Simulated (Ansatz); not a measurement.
# TiSiMo4: one candidate of a structure search, part 2 of 2

Where does this trial cell of TiSiMo4 go when cell and atoms are let free?

Ansatz 0.2.0; DFT PBE, scalar-relativistic, plane waves, PAW. Earlier steps stand in the parts before.

### Step 4. Spin check on a coarse mesh

File input.yaml:

```yaml
crystal:
  lattice:
    - [0.0, 3.6628101182, 3.6628101182]
    - [3.6628101182, 0.0, 3.6628101182]
    - [3.6628101182, 3.6628101182, 0.0]
  atoms:
    - { symbol: Ti, position: [0.25, 0.25, 0.25], spin: 1.0 }
    - { symbol: Si, position: [0.0, 0.0, 0.0] }
    - { symbol: Mo, position: [0.6253637925, 0.6253637925, 0.1239086226], spin: 1.0 }
    - { symbol: Mo, position: [0.6253637925, 0.1239086226, 0.6253637925], spin: 1.0 }
    - { symbol: Mo, position: [0.1239086226, 0.6253637925, 0.6253637925], spin: 1.0 }
    - { symbol: Mo, position: [0.6253637925, 0.6253637925, 0.6253637925], spin: 1.0 }
basis:
  ecutwfc: 420
kpoints:
  mp_grid: { grid: [4, 4, 4] }
hamiltonian:
  xc: pbe
scf:
  occupations: { method: gaussian, width: 0.1 }
  lower_state_search: "off"
output:
  forces: true
  stress: true
  eigenvalues: true
  populations: true
magnetization:
  spin_polarized: true
```

On the command line:

```bash
$ ansatz run input.yaml --threads 1 --pin off --max-ram 2560MiB --backend cpu --events-out ev --progress --plain --runs-dir out
```

Standard output, shortened:

```text
[...]
SCF converged after 15 iterations
Magnetization: 0.0000 μB (36.0000 up, 36.0000 down)
Absolute magnetization: 0.0000 μB (∫|ρ↑−ρ↓|, with the PAW one-centre terms)
Spin contamination: 0.0000 ħ² per cell (⟨S²⟩ above its minimum at these occupations)
Per-site moments (μB) at R_I (Å): [(-2.7467241744343514e-6, 1.2531125640452272), (2.271178901225217e-6, 1.2524496530354574), (4.3517541162196495e-7, 1.0652647907908295), (4.3517541173510764e-7, 1.0652647907908295), (4.3517541163986133e-7, 1.0652647907908295), (4.351754118507384e-7, [...]
Free energy (F): -22958.304451 eV
[...]
E sigma→0 (E₀):  -22958.297103 eV
Entropy (-TS):   -0.014696 eV (-2.449 meV/atom)
Fermi energy:    17.144540 eV
[...]
--- Forces (eV/Å), atoms counted from 1 ---
  atom   1  Ti     0.00000000    -0.00000000    -0.00000000
  atom   2  Si    -0.00000000     0.00000000     0.00000000
  atom   3  Mo    -0.00429246    -0.00429246     0.00429246
  atom   4  Mo    -0.00429246     0.00429246    -0.00429246
  atom   5  Mo     0.00429246    -0.00429246    -0.00429246
  atom   6  Mo     0.00429246     0.00429246     0.00429246
[...]
--- Stress (GPa, compression-positive) ---
        0.313647       0.000000       0.000000
        0.000000       0.313647      -0.000000
        0.000000      -0.000000       0.313647
  P = ⅓ Tr σ = 0.3136 GPa (3.136 kbar)
--- Band table (eV; the first three rows and the last of 16) ---
[...]
--- Löwdin populations: 6 sites ---
  site symbol       q [e]    m [muB]
     0     Ti     11.4099    -0.0000
     1     Si      4.1500     0.0000
     2     Mo     14.0008     0.0000
     3     Mo     14.0008     0.0000
     4     Mo     14.0008     0.0000
     5     Mo     14.0008     0.0000
  spilling = 0.006070 (of n_electrons = 72.000000)
```

Run time: 12 s. Hardware: 1 thread of Arm Neoverse V2, shared host; peak memory 0.37 GiB.

Per atom:

```tsv
atom	Löwdin electrons
Ti1	11.41
Si2	4.15
Mo3	14.00
Mo4	14.00
Mo5	14.00
Mo6	14.00
```

The Löwdin counts miss 0.44 of the 72 electrons, which the atomic orbitals do not span, so they are no charges.

The same cell is solved with trial moments on Mo and Ti. The largest site moment that stays is 0.00 μB and the cell's total 0.00 μB. The workflow keeps spin only above 0.25 μB on a site, so the next run goes without spin.

### Step 5. Full relaxation

The end of the coarse run is made exact in the group found at a tolerance of 0.06 Å and reduced to its primitive cell.

File input.yaml:

```yaml
crystal:
  lattice:
    - [0.0, 3.6628101182, 3.6628101182]
    - [3.6628101182, 0.0, 3.6628101182]
    - [3.6628101182, 3.6628101182, 0.0]
  atoms:
    - { symbol: Ti, position: [0.25, 0.25, 0.25] }
    - { symbol: Si, position: [0.0, 0.0, 0.0] }
    - { symbol: Mo, position: [0.6253637925, 0.6253637925, 0.1239086226] }
    - { symbol: Mo, position: [0.6253637925, 0.1239086226, 0.6253637925] }
    - { symbol: Mo, position: [0.1239086226, 0.6253637925, 0.6253637925] }
    - { symbol: Mo, position: [0.6253637925, 0.6253637925, 0.6253637925] }
basis:
  ecutwfc: 420
kpoints:
  mp_grid: { grid: [10, 10, 10] }
hamiltonian:
  xc: pbe
scf:
  occupations: { method: gaussian, width: 0.1 }
output:
  forces: true
  stress: true
  eigenvalues: true
  write_density: true
  write_potential: true
  elf: true
  volumetric_format: npy
relax:
  adjacent_minimum: "off"
  f_tol: 0.01
  max_steps: 80
  cell: { stress_tol: 0.05 }
```

On the command line:

```bash
$ ansatz run input.yaml --threads 1 --pin off --max-ram 2560MiB --backend cpu --events-out ev --progress --plain --runs-dir out
```

Standard output:

```text
Warning: RAYON_NUM_THREADS=1 ignored (pool sized by the plan → 1); use --threads N
[... 10 set-up lines as earlier in the session ...]
Crystal: 6 atoms, lattice volume = 98.282 Å³
Basis set: ecut = 420 eV, 1917 PW (Γ), exchange–correlation on 72×72×72 points (8 copies of the dense FFT grid, shifted against one another)
Bands: 44, of which v1, the nominal top of the filled ones, is band 36 counted from 1 (35 counted from 0)
[... 1 set-up line as earlier in the session ...]
Space group: F-43m (ITA 216), of the structure as read, at distance tolerance 4.6e-5 Å
k-points: 47 of 1000 (time reversal used)
[... 10 set-up lines as earlier in the session ...]
SCF iter   1: F=—  HF=-22958.333253 eV  |F-HF|=—  |Δ(HF+E_count)|=         —  Δρ=9.93e-3  dr2=2.05e-1  ethr=1.77e-3  ⟨swp⟩=5.4  Hψ=7164  notcnv=0
preconditioner: auto → Kerker (q_TF=auto, 2.590 Å⁻¹)  [metal: Δε(μ)=0.007 eV  Ē_g=4.407 eV  σ=0.100 eV  W_gap=0.04  n_scr=26 (ndim 8)  ℏωp=21.2 eV  f_vac=0.000  D(μ)=4.11/eV (n_scr^D=26)]
SCF iter   2: F=—  HF=-22958.302414 eV  |F-HF|=—  |Δ(HF+E_count)|=   3.08e-2  Δρ=5.20e-3  dr2=6.00e-2  ethr=2.85e-4  ⟨swp⟩=1.0  Hψ=2444  notcnv=0
SCF iter   3: F=—  HF=-22958.288839 eV  |F-HF|=—  |Δ(HF+E_count)|=   1.36e-2  Δρ=8.27e-4  dr2=6.02e-4  ethr=8.34e-5  ⟨swp⟩=2.0  Hψ=2684  notcnv=0
SCF iter   4: F=—  HF=-22958.288795 eV  |F-HF|=—  |Δ(HF+E_count)|=   4.31e-5  Δρ=1.72e-4  dr2=3.68e-5  ethr=8.36e-7  ⟨swp⟩=2.0  Hψ=3449  notcnv=0
SCF iter   5: F=—  HF=-22958.288794 eV  |F-HF|=—  |Δ(HF+E_count)|=   1.16e-6  Δρ=3.97e-5  dr2=1.47e-6  ethr=5.11e-8  ⟨swp⟩=2.8  Hψ=3325  notcnv=0  defer=9
SCF iter   6: F=-22958.288794 eV  HF=-22958.288794 eV  |F-HF|=3.28e-8  |Δ(HF+E_count)|=   1.61e-7  Δρ=9.62e-6  dr2=8.98e-8  ethr=1.39e-10  ⟨swp⟩=13.3  Hψ=13692  notcnv=0
SCF 1 converged in 6 iterations: F = -22958.288794 eV  dr2 = 8.98e-8
relax step   1: F+E_penalty+E_count = -22958.28879412 eV  Δ(F+E_penalty+E_count) = +0.000e0 eV  max|allowed force component| = 2.200e-2 eV/Å  Δτ_max = 0.0000 Å  P = +0.102 GPa  Ω = 98.282 Å³  (6 SCF iters, dr2 threshold 1.00e-7 eV, accepted)
Crystal: 6 atoms, lattice volume = 98.398 Å³
[... 2 set-up lines as earlier in the session ...]
iter 1 solved again at ethr=1.88e-7 eV; its pass at ethr=3.10e-3 eV (dr2=1.35e-4 eV) is discarded
SCF iter   1: F=—  HF=-22958.288855 eV  |F-HF|=—  |Δ(HF+E_count)|=         —  Δρ=2.84e-4  dr2=1.37e-4  ethr=1.88e-7  ⟨swp⟩=2.9  Hψ=9328  notcnv=0
preconditioner: auto → Kerker (q_TF=auto, 2.590 Å⁻¹)  [metal: Δε(μ)=0.001 eV  Ē_g=4.399 eV  σ=0.100 eV  W_gap=0.01  n_scr=26 (ndim 8)  ℏωp=21.2 eV  f_vac=0.000  D(μ)=4.36/eV (n_scr^D=26)]
SCF iter   2: F=—  HF=-22958.288848 eV  |F-HF|=—  |Δ(HF+E_count)|=   6.07e-6  Δρ=1.47e-4  dr2=3.62e-5  ethr=1.88e-7  ⟨swp⟩=1.0  Hψ=2068  notcnv=0
SCF iter   3: F=—  HF=-22958.288845 eV  |F-HF|=—  |Δ(HF+E_count)|=   3.34e-6  Δρ=1.69e-5  dr2=4.25e-7  ethr=5.02e-8  ⟨swp⟩=2.0  Hψ=2714  notcnv=0
SCF iter   4: F=—  HF=-22958.288833 eV  |F-HF|=—  |Δ(HF+E_count)|=   1.17e-5  Δρ=4.09e-6  dr2=1.43e-8  ethr=5.91e-10  ⟨swp⟩=2.0  Hψ=2772  notcnv=0
iter 5 did not close the SCF: its close was put off for the readings that it lacked (scf_convergence_deferred on its scf_iter line)
SCF iter   5: F=-22958.288833 eV  HF=-22958.288833 eV  |F-HF|=2.84e-10  |Δ(HF+E_count)|=   1.97e-9  Δρ=7.82e-7  dr2=6.29e-10  ethr=1.98e-11  ⟨swp⟩=2.0  Hψ=2865  notcnv=0
SCF iter   6: F=-22958.288833 eV  HF=-22958.288833 eV  |F-HF|=2.18e-11  |Δ(HF+E_count)|=  2.91e-11  Δρ=1.52e-7  dr2=2.62e-11  ethr=1.00e-12  ⟨swp⟩=4.1  Hψ=9914  notcnv=0
SCF 2 converged in 6 iterations: F = -22958.288833 eV  dr2 = 2.62e-11
relax step   2: F+E_penalty+E_count = -22958.28883336 eV  Δ(F+E_penalty+E_count) = -3.924e-5 eV  max|allowed force component| = 5.953e-3 eV/Å  Δτ_max = 0.0012 Å  P = -0.107 GPa  Ω = 98.398 Å³  energy of the carried Pulay correction = -2.766e-5 eV  (6 SCF iters, accepted)
Crystal: 6 atoms, lattice volume = 98.337 Å³
iter 1 solved again at ethr=3.13e-8 eV; its pass at ethr=3.10e-3 eV (dr2=2.26e-5 eV) is discarded
SCF iter   1: F=—  HF=-22958.288873 eV  |F-HF|=—  |Δ(HF+E_count)|=         —  Δρ=9.80e-5  dr2=2.15e-5  ethr=3.13e-8  ⟨swp⟩=2.5  Hψ=9374  notcnv=0
preconditioner: auto → Kerker (q_TF=auto, 2.590 Å⁻¹)  [metal: Δε(μ)=0.002 eV  Ē_g=4.401 eV  σ=0.100 eV  W_gap=0.01  n_scr=26 (ndim 8)  ℏωp=21.2 eV  f_vac=0.000  D(μ)=4.36/eV (n_scr^D=26)]
SCF iter   2: F=—  HF=-22958.288873 eV  |F-HF|=—  |Δ(HF+E_count)|=   6.05e-7  Δρ=4.66e-5  dr2=4.95e-6  ethr=2.98e-8  ⟨swp⟩=1.0  Hψ=2070  notcnv=0
SCF iter   3: F=—  HF=-22958.288873 eV  |F-HF|=—  |Δ(HF+E_count)|=   4.78e-7  Δρ=5.63e-6  dr2=5.65e-8  ethr=6.88e-9  ⟨swp⟩=2.0  Hψ=2311  notcnv=0
iter 4 did not close the SCF: its close was put off for the readings that it lacked (scf_convergence_deferred on its scf_iter line)
SCF iter   4: F=-22958.288873 eV  HF=-22958.288873 eV  |F-HF|=6.18e-10  |Δ(HF+E_count)|=   5.85e-9  Δρ=1.30e-6  dr2=1.35e-9  ethr=7.85e-11  ⟨swp⟩=2.0  Hψ=2781  notcnv=0
iter 5 did not close the SCF: its close was put off for the readings that it lacked (scf_convergence_deferred on its scf_iter line)
SCF iter   5: F=-22958.288873 eV  HF=-22958.288873 eV  |F-HF|=9.09e-11  |Δ(HF+E_count)|=  1.86e-10  Δρ=2.85e-7  dr2=1.23e-10  ethr=1.87e-12  ⟨swp⟩=2.0  Hψ=3582  notcnv=0
SCF iter   6: F=-22958.288873 eV  HF=-22958.288873 eV  |F-HF|=0.00e0  |Δ(HF+E_count)|=  1.82e-11  Δρ=5.70e-8  dr2=2.97e-12  ethr=1.00e-12  ⟨swp⟩=4.1  Hψ=8497  notcnv=0
SCF 3 converged in 6 iterations: F = -22958.288873 eV  dr2 = 2.97e-12
relax step   3: F+E_penalty+E_count = -22958.28887269 eV  Δ(F+E_penalty+E_count) = -3.933e-5 eV  max|allowed force component| = 4.482e-4 eV/Å  Δτ_max = 0.0003 Å  P = +0.005 GPa  Ω = 98.337 Å³  energy of the carried Pulay correction = -1.328e-5 eV  (6 SCF iters, accepted)
[... 1 set-up line as earlier in the session ...]
iter 1 solved again at ethr=1.83e-7 eV; its pass at ethr=3.10e-3 eV (dr2=1.32e-4 eV) is discarded
SCF iter   1: F=—  HF=-22958.288880 eV  |F-HF|=—  |Δ(HF+E_count)|=         —  Δρ=9.54e-7  dr2=4.49e-10  ethr=1.83e-7  ⟨swp⟩=3.6  Hψ=12177  notcnv=0
eigensolver tolerance schedule: the retry pair's looser diagonalisation over-reported the residual by 293514.22 of it (diagonalisation noise at an unbounded share of the residual, at the tolerance the schedule requests for it); recorded, not acted on — ethr = c·dr2/N_el stays at c = 1.0e-1
preconditioner: auto → Kerker (q_TF=auto, 2.590 Å⁻¹)  [metal: Δε(μ)=0.001 eV  Ē_g=4.402 eV  σ=0.100 eV  W_gap=0.01  n_scr=26 (ndim 8)  ℏωp=21.2 eV  f_vac=0.000  D(μ)=4.36/eV (n_scr^D=26)]
SCF iter   2: F=—  HF=-22958.288884 eV  |F-HF|=—  |Δ(HF+E_count)|=   3.68e-6  Δρ=7.11e-7  dr2=1.47e-10  ethr=1.00e-12  ⟨swp⟩=3.6  Hψ=5368  notcnv=0
iter 3 did not close the SCF: its close was put off for the readings that it lacked (scf_convergence_deferred on its scf_iter line)
SCF iter   3: F=-22958.288884 eV  HF=-22958.288884 eV  |F-HF|=0.00e0  |Δ(HF+E_count)|=  7.28e-12  Δρ=4.54e-7  dr2=5.42e-11  ethr=1.00e-12  ⟨swp⟩=1.0  Hψ=2068  notcnv=0
iter 4 did not close the SCF: its close was put off for the readings that it lacked (scf_convergence_deferred on its scf_iter line)
SCF iter   4: F=-22958.288884 eV  HF=-22958.288884 eV  |F-HF|=0.00e0  |Δ(HF+E_count)|=  1.09e-11  Δρ=3.84e-8  dr2=1.03e-12  ethr=1.00e-12  ⟨swp⟩=1.0  Hψ=2068  notcnv=0
iter 5 did not close the SCF: its close was put off for the readings that it lacked (scf_convergence_deferred on its scf_iter line)
SCF iter   5: F=-22958.288884 eV  HF=-22958.288884 eV  |F-HF|=7.28e-12  |Δ(HF+E_count)|=  3.64e-12  Δρ=1.92e-8  dr2=3.46e-13  ethr=1.00e-12  ⟨swp⟩=1.0  Hψ=2068  notcnv=0
iter 6 did not close the SCF: its close was put off for the readings that it lacked (scf_convergence_deferred on its scf_iter line)
SCF iter   6: F=-22958.288884 eV  HF=-22958.288884 eV  |F-HF|=0.00e0  |Δ(HF+E_count)|=    0.00e0  Δρ=8.75e-9  dr2=5.41e-14  ethr=1.00e-12  ⟨swp⟩=1.0  Hψ=2068  notcnv=0
SCF iter   7: F=-22958.288884 eV  HF=-22958.288884 eV  |F-HF|=7.28e-12  |Δ(HF+E_count)|=  7.28e-12  Δρ=4.44e-9  dr2=1.55e-14  ethr=1.00e-12  ⟨swp⟩=2.1  Hψ=5801  notcnv=0
SCF 4 converged in 7 iterations: F = -22958.288884 eV  dr2 = 1.55e-14
relax step   4: F+E_penalty+E_count = -22958.28888410 eV  Δ(F+E_penalty+E_count) = -1.141e-5 eV  max|allowed force component| = 4.481e-4 eV/Å  Δτ_max = 0.0000 Å  P = +0.005 GPa  Ω = 98.337 Å³  stress off target by 4.73e-3 GPa  SCF on the basis re-selected at this cell (its energy is not comparable with the rows above)  (7 SCF iters)
basis re-selected at this cell: Δ(F+E_penalty+E_count) = -1.141e-5 eV, ΔP = -0.000 GPa vs the last step (what re-selecting the basis moved, of the pressure what is left beyond the Pulay correction that the steps carried, after the strain that the cell walked since its last selection, with what the two solves' SCF thresholds leave and, on support functions, any second-order correction that the steps lacked; it is no measure of the basis error at this ecutwfc). This SCF's stress stands 4.73e-3 GPa from its target on what of the cell is left free (relax.cell.stress_tol is 5.00e-2 GPa) and its largest allowed force component is 4.48e-4 eV/Å (relax.f_tol is 1.00e-2 eV/Å): within both
SCF converged after 7 iterations
Free energy (F): -22958.288884 eV
Harris-Foulkes:  -22958.288884 eV  (|F-HF|=7.28e-12)
Internal energy: -22958.267099 eV  (E = F + TS)
E sigma→0 (E₀):  -22958.277991 eV
Entropy (-TS):   -0.021786 eV (-3.631 meV/atom)
Fermi energy:    17.096809 eV
--- Per-component energies (eV) ---
  E_band       = -496.603057
  E_kinetic    = 2083.245476
  E_local      = -5151.641764  (includes V_loc(G=0)·N_el)
  E_nonlocal   = 607.500127
  E_hartree    = 1900.733828
  E_xc         = -887.131397
  E_vxc        = -1085.650908  (∫ρ·V_xc dr)
  E_paw        = -14366.956222  (= ΣΔE_a)
  E_vpaw       = -751.523949  (= ΣTr[D̂ρ^β])
  E_aug_tail   = 0.000301  (compensation charges beyond the density's cutoff)
  E_ewald      = -7144.017447
  E_smearing   = -0.021786  (= −TS)
  E_closure    = 0.000000  (closes the sum)
  Σ components = -22958.288884   (vs F -22958.288884, Δ=0.00e0)
--- Forces (eV/Å), atoms counted from 1 ---
  atom   1  Ti     0.00000000    -0.00000000    -0.00000000
  atom   2  Si    -0.00000000     0.00000000     0.00000000
  atom   3  Mo     0.00044814     0.00044814    -0.00044814
  atom   4  Mo     0.00044814    -0.00044814     0.00044814
  atom   5  Mo    -0.00044814     0.00044814     0.00044814
  atom   6  Mo    -0.00044814    -0.00044814    -0.00044814
  max |Σ_I F_I| component: 1.21e-16 eV/Å
--- Stress (GPa, compression-positive) ---
        0.004733       0.000000       0.000000
        0.000000       0.004733       0.000000
        0.000000       0.000000       0.004733
  P = ⅓ Tr σ = 0.0047 GPa (0.047 kbar)
--- Band table (eV; the first three rows and the last of 47) ---
  k-point 0: bands = ["-43.8822", "-43.4749", "-43.4749", "-43.4749", "-39.7567", "-19.3550", "-18.3424", "-18.3424", "-18.3424", "-18.0144", "-18.0144", "-17.1931", "-17.1931", "-17.1931", "-16.9220", "-16.9220", "-16.9220", "-15.9899", "-15.9899", "-15.9899", "7.9506", "10.7591", "12.4492", "12.4492", "12.4492", "13.1100", "13.1100", "13.1100", "14.2070", "14.2070", "16.2583", "16.8708", "16.8708", "16.8708", "17.3102", "17.3102", "18.6918", "18.6918", "18.6918", "18.9911", "18.9911", "18.9911", "19.4154", "19.4154"]
  k-point 1: bands = ["-43.8750", "-43.4826", "-43.4749", "-43.4749", "-39.7567", "-19.3208", "-18.3328", "-18.3263", "-18.3263", "-18.0073", "-18.0073", "-17.2131", "-17.2131", "-17.1930", "-16.9746", "-16.9291", "-16.9291", "-15.9911", "-15.9896", "-15.9896", "8.0209", "10.8640", "12.3589", "12.5183", "12.5183", "13.1125", "13.1865", "13.1865", "14.2583", "14.2583", "16.3039", "16.7276", "16.7276", "16.8933", "17.2497", "17.2497", "18.5898", "18.5986", "18.5986", "18.9570", "18.9570", "18.9700", "19.6022", "19.6022"]
  k-point 2: bands = ["-43.8547", "-43.5043", "-43.4750", "-43.4750", "-39.7568", "-19.2273", "-18.2996", "-18.2849", "-18.2849", "-17.9808", "-17.9808", "-17.2759", "-17.2759", "-17.1929", "-17.1248", "-16.9441", "-16.9441", "-15.9941", "-15.9888", "-15.9888", "8.2143", "11.1395", "12.1606", "12.7161", "12.7161", "13.1527", "13.3868", "13.3868", "14.4229", "14.4229", "16.0499", "16.3770", "16.3770", "17.0625", "17.0625", "17.1640", "18.4695", "18.4695", "18.4870", "18.9155", "18.9328", "18.9328", "19.4325", "19.7573"]
  k-point 46: bands = ["-43.6908", "-43.6734", "-43.4755", "-43.4754", "-39.7572", "-18.5150", "-18.4742", "-18.0424", "-18.0244", "-17.7632", "-17.7338", "-17.7303", "-17.7058", "-17.3948", "-17.3947", "-17.1063", "-17.1059", "-15.9959", "-15.9890", "-15.9877", "9.0115", "12.6135", "13.0791", "13.1392", "13.6649", "13.8702", "13.8891", "14.3443", "14.4500", "14.6896", "15.1110", "15.2339", "15.6706", "15.9660", "16.0793", "16.6543", "17.0199", "17.0973", "17.5105", "17.6731", "18.9144", "19.3046", "19.5013", "19.6261"]
--- Relaxed structure (3 steps of the walk, 3 accepted, 1 SCFs on fresh bases) ---
  F+E_penalty+E_count = -22958.28888410 eV   max|allowed force component| = 4.481e-4 eV/Å   (the final SCF, on the basis selected at the relaxed cell)
  cell:  # Å, volume = 98.3374 Å³
    - [1.2228892878949417e-33, 3.66349984452086, 3.66349984452086]
    - [3.66349984452086, -2.5476860164477956e-33, 3.66349984452086]
    - [3.66349984452086, 3.66349984452086, -3.5667604230269135e-33]
  atoms:
    - { symbol: Ti, position: [0.24999999999999994, 0.24999999999999994, 0.24999999999999994] }
    - { symbol: Si, position: [2.466690276723684e-21, -6.1667256918078385e-21, -7.400070830169234e-21] }
    - { symbol: Mo, position: [0.6254411932381996, 0.6254411932381996, 0.12367642028540105] }
    - { symbol: Mo, position: [0.6254411932381996, 0.12367642028540105, 0.6254411932381996] }
    - { symbol: Mo, position: [0.12367642028540105, 0.6254411932381996, 0.6254411932381996] }
    - { symbol: Mo, position: [0.6254411932381996, 0.6254411932381996, 0.6254411932381996] }
```

Wall time 79 s (1 thread of Arm Neoverse V2, shared host); peak memory 0.45 GiB.

The steps of the relaxation:

```
step  E - E(step 1) (eV/cell)  largest force component (eV/Å)  pressure (GPa)  volume (Å³)
   1                   0.0000                          0.0220            0.10        98.28
   2                   0.0000                          0.0060           -0.11        98.40
   3                  -0.0001                          0.0004            0.00        98.34
   4                  -0.0001                          0.0004            0.00        98.34
```

Step 1 is the start. Step 4 repeats the geometry before it on a plane-wave basis chosen anew for that cell, so its energy need not be comparable with the rows above.

Lengths and angles in the start's conventional setting:

|  | before | after | change |
| --- | --- | --- | --- |
| a (Å) | 7.326 | 7.327 | 0.0 % |
| b (Å) | 7.326 | 7.327 | 0.0 % |
| c (Å) | 7.326 | 7.327 | 0.0 % |
| volume (Å³/atom) | 16.38 | 16.39 | +0.1 % |
| shortest distance (Å) | 2.582 | 2.581 | 0.0 % |
| space group (0.01 Å) | F-43m | F-43m | same |

The run keeps the 24 symmetry operations of the start, so it could not have lowered the symmetry.

Axes a, b and c in the maps are those of this run's conventional cell (a, b, c = 7.327, 7.327, 7.327 Å).

Density in a lattice plane of the grid's cell (edges 7.33 and 7.33 Å, at 0.125 of the third edge), which holds Mo.

Ten even steps from '0' (0.13 e/Å³) to '9' (6.49 e/Å³):
```
000000000000025652000000
000000000000149994100000
000000000000149995100000
000000000000025652000000
000000000000000110001100
000000000000000000025652
100000000000000000159994
100000000000000000149994
000000000000000000025652
000100000000000000000100
025652000000000000000000
149994100000000000000000
149995100000000000000000
025652000000000000000000
000110001100000000000000
000000025652000000000000
000000159994100000000000
000000149994100000000000
000000025652000000000000
000000000100000100000000
```
Columns run along the first of these edges and rows up along the second, over one cell in 24 and 20 even steps from the bottom left corner. Atoms in the plane (fractional): Mo at (0.37, 0.13), Mo at (0.87, 0.63), Mo at (0.13, 0.37), Mo at (0.63, 0.87).

ELF in the same plane.

Ten even steps from '0' (0.07) to '9' (0.72):
```
988654433343269996114789
876322346663399699314678
653100013663389699324555
343000111353169996333212
134102320143112333333321
135311100034321233369996
336631000135655542399698
336664322367887641399699
234333445688998741169996
323321135799999753113332
269996114789988654433343
399699314678876322346663
389699324555653100013663
169996333212343000111353
112333333321134102320143
321233369996135311100034
655542399698336631000135
887641399699336664322367
998741169996234333445688
999753113332323321135799
```
Columns run along the first of these edges and rows up along the second, over one cell in 24 and 20 even steps from the bottom left corner. Atoms in the plane (fractional): Mo at (0.37, 0.13), Mo at (0.87, 0.63), Mo at (0.13, 0.37), Mo at (0.63, 0.87).

Both are smooth fields of the valence electrons: close to the nuclei they are not physical.

The highest ELF values outside the cores: 0.73 in the shell around Si, 1.0 Å from Si; 0.56 between the atoms, 1.7 Å from Mo.

### Step 6. What came out

The summary covers parts 1 to 2. Changes of volume or cell count from the first structure of part 1.

```
                              quantity                                                                      value
symmetry at the end (tolerance 0.05 Å)                                                space group F-43m (No. 216)
                     conventional cell  a = 7.327 Å, b = 7.327 Å, c = 7.327 Å, α = 90.00°, β = 90.00°, γ = 90.00°
                                volume                                                              16.39 Å³/atom
              energy over the elements                                                              +0.22 eV/atom
                       gap on the mesh                                                               none (metal)
```

In words: The space group F-43m (No. 216) is kept, and the volume per atom shrinks by 6.9 % from the first guess. The formation energy is positive, so the separate elements lie lower. No finished test with a distortion of lower symmetry is shown, so the end may be a saddle point. Other magnetic orders were not searched.
